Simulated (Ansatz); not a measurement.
# CH7PSeSi: ladder of methods at one geometry from a Python script

A script is to give a ladder of methods at one geometry; the system is CH7PSeSi. SMILES: C[Se][SiH2]P.

All numbers are computed with Ansatz 0.2.0, driven from Python. The levels of theory stand in the script.

## Step 1: The structure

Bond lengths: C1–Se2 1.922 Å, Se2–Si3 2.299 Å, Si3–P4 2.285 Å, C1–H5 1.082 Å, C1–H6 1.170 Å, C1–H7 1.139 Å, Si3–H8 1.434 Å, Si3–H9 1.419 Å, P4–H10 1.486 Å, P4–H11 1.447 Å. Angles (14 of 16 angles, heavy atoms first): C1–Se2–Si3 92.0°, Se2–Si3–P4 107.2°, Se2–C1–H5 114.3°, Se2–C1–H6 109.4°, Se2–C1–H7 110.1°, Se2–Si3–H8 108.2°, Se2–Si3–H9 108.5°, P4–Si3–H8 108.2°, P4–Si3–H9 111.8°, Si3–P4–H10 89.3°, Si3–P4–H11 91.6°, H5–C1–H6 108.2°, H5–C1–H7 110.1°, H6–C1–H7 104.3°.

No structure file is read: the coordinates are typed or built in the script.

## Step 2: The script

ch7psesi_methods.py reads:

```python
'''One geometry of CH7PSeSi, method by method.'''

from pathlib import Path

import ansatz as az
import numpy as np

SETTINGS = {
    'basis_set': 'def2-SVP',
}

geometry_ang = [
    ('C', (0.3362, 1.959, 0.3521)),
    ('Se', (-0.1361, 0.6807, 1.707)),
    ('Si', (-0.8378, -0.8442, 0.1354)),
    ('P', (1.0098, -1.5096, -1.033)),
    ('H', (1.0869, 1.6106, -0.3456)),
    ('H', (-0.6202, 2.2514, -0.2559)),
    ('H', (0.6725, 2.9346, 0.8341)),
    ('H', (-1.3667, -1.985, 0.8242)),
    ('H', (-1.7958, -0.219, -0.7034)),
    ('H', (0.2284, -2.6475, -1.583)),
    ('H', (1.4882, -2.288, 0.0888)),
]
geometry = az.Crystal.molecule()
for symbol, xyz in geometry_ang:
    geometry = geometry.atom(symbol, xyz)

model = geometry.calculation().basis(gaussian=SETTINGS['basis_set'])

print('functional    E (Ha)        dipole (D)   HOMO (eV)  LUMO (eV)')
for name in ['r2scan', 'b3lyp', 'revpbe', 'blyp']:
    rep = model.functional(name).forces().orbitals().run(threads=1, runs_dir='runs').report
    lines = Path(rep['orbitals_path']).read_text().splitlines()
    field_of = lambda key: [line.split('=')[1].strip() for line in lines if line.startswith(key)]
    orbitals = [(27.211386 * float(e), s, float(n)) for e, s, n in zip(field_of('Ene='), field_of('Spin='), field_of('Occup='))]
    homo = max(e for e, _, n in orbitals if n > 0.5)
    lumo = min(e for e, _, n in orbitals if n < 0.5)
    dipole = 4.803205 * np.linalg.norm(rep['charge_distribution']['dipole_moment_e_ang'])
    print(f'{name:10s} {rep["free_energy_ev"] / 27.211386246:14.6f} {dipole:9.3f} {homo:11.3f} {lumo:10.3f}')
```

## Step 3: Launch

Launch:

```bash
$ python ch7psesi_methods.py
```

Log:

```text
functional    E (Ha)        dipole (D)   HOMO (eV)  LUMO (eV)
r2scan       -3074.121158     0.929      -5.553     -0.600
b3lyp        -3074.278806     0.876      -6.117     -0.063
revpbe       -3073.866944     0.810      -5.226     -0.718
blyp         -3074.185997     0.774      -5.026     -0.583
```

Run time: 13 s. Hardware: 1 thread of Intel Xeon 6975P-C (Granite Rapids), shared host; peak memory 0.36 GiB.

## Step 4: The engine's runs

The 4 runs, in the order started:

```tsv
run	functional	energy (eV)	SCF cycles	CPU time (s)
1	r2scan	-83651.0982	18	4.1
2	b3lyp	-83655.3880	16	3.6
3	revpbe	-83644.1807	18	2.3
4	blyp	-83652.8626	17	2.2
```

Totals under unlike functionals or potentials can't be compared directly.

The fields below are those of run 1.

## Step 5: Pictures from the orbitals

Orbitals, density, ELF and potential are computed afterwards from the orbital file.

Frontier orbitals at r2SCAN/def2-SVP, with the share of their density that lies nearest to each atom:

```tsv
orbital	energy (eV)	lies on
HOMO	-5.55	Se2 77 %
LUMO	-0.60	Se2 32 %; Si3 19 %; H9, H10 about 9 % each
```

ELF in a plane through or near 3 of the atoms.

Values, 10 rows by 14 columns:
```
0.00 0.00 0.00 0.00 0.00 0.00 0.00 0.00 0.00 0.00 0.00 0.00 0.00 0.00
0.00 0.00 0.00 0.01 0.14 0.35 0.19 0.01 0.00 0.00 0.00 0.00 0.00 0.00
0.00 0.00 0.01 0.09 0.48 0.81 0.71 0.10 0.04 0.25 0.01 0.00 0.00 0.00
0.00 0.00 0.05 0.17 0.64 0.21 0.72 0.06 0.83 0.91 0.24 0.64 0.05 0.00
0.00 0.00 0.25 0.48 0.49 0.42 0.64 0.06 0.58 0.40 0.95 0.99 0.67 0.00
0.00 0.00 0.07 0.18 0.23 0.64 0.18 0.47 0.41 0.55 0.67 0.76 0.17 0.00
0.00 0.00 0.00 0.02 0.58 0.12 0.61 0.50 0.31 0.14 0.07 0.01 0.00 0.00
0.00 0.00 0.00 0.18 0.91 0.82 0.33 0.22 0.19 0.09 0.00 0.00 0.00 0.00
0.00 0.00 0.00 0.01 0.27 0.17 0.05 0.02 0.01 0.01 0.00 0.00 0.00 0.00
0.00 0.00 0.00 0.00 0.00 0.00 0.00 0.00 0.00 0.00 0.00 0.00 0.00 0.00
```
The map spans 11.3 Å across and 8.4 Å up, centred on the molecule. Atoms in the plane (x, y in Å): C1 (2.0, 0.3), Si3 (-0.8, -0.9), H7 (3.1, 0.5).

log10 of the density (e/Å³) in the same plane.

Ten even steps from '0' (-4.0) to '9' (1.5):
```
0000000000000000000000000000
0000000122221000000000000000
0000001233332210000000000000
0000123344443321111110000000
0000223455554432333322100000
0001234566665443454433221000
0002334567765444566554332000
0012345667866544677665542100
0012345666766555677776543100
0012345566666555679776543100
0001334456676665677765442100
0001223456699666666654332000
0000123456699665555543221000
0000123456666655554432110000
0000113455655554443321000000
0000012344544444333210000000
0000001233333333221100000000
0000000122222221110000000000
0000000001111110000000000000
0000000000000000000000000000
```
The map spans 11.3 Å across and 8.4 Å up, centred on the molecule. Atoms in the plane (x, y in Å): C1 (2.0, 0.3), Si3 (-0.8, -0.9), H7 (3.1, 0.5).

On the surface of density 0.002 e/bohr³ the electrostatic potential runs, from the 1st to the 99th percentile, from -0.82 V near Se2 to 1.06 V near H10.

## Step 6: Results

| quantity | value |
| --- | --- |
| runs compared | 4 |
| HOMO-LUMO gap of the mean field (r2SCAN/def2-SVP) | 4.95 eV |

**Reading.** All 4 runs converged (16 to 18 cycles). Caveats:
- The geometry is a force-field or estimated start, not a minimum of this method, and the basis set is short of its limit. A lower total doesn't mark the better method: functionals have no common bound, and MP2 and coupled cluster aren't variational.
- b3lyp holds the VWN-RPA fit, as in Gaussian; the form of ORCA and Turbomole is b3lyp5.
- Levels such as HOMO and LUMO are orbital energies: with these approximate functionals they aren't the ionisation energy and electron affinity, and their gap isn't the fundamental gap.
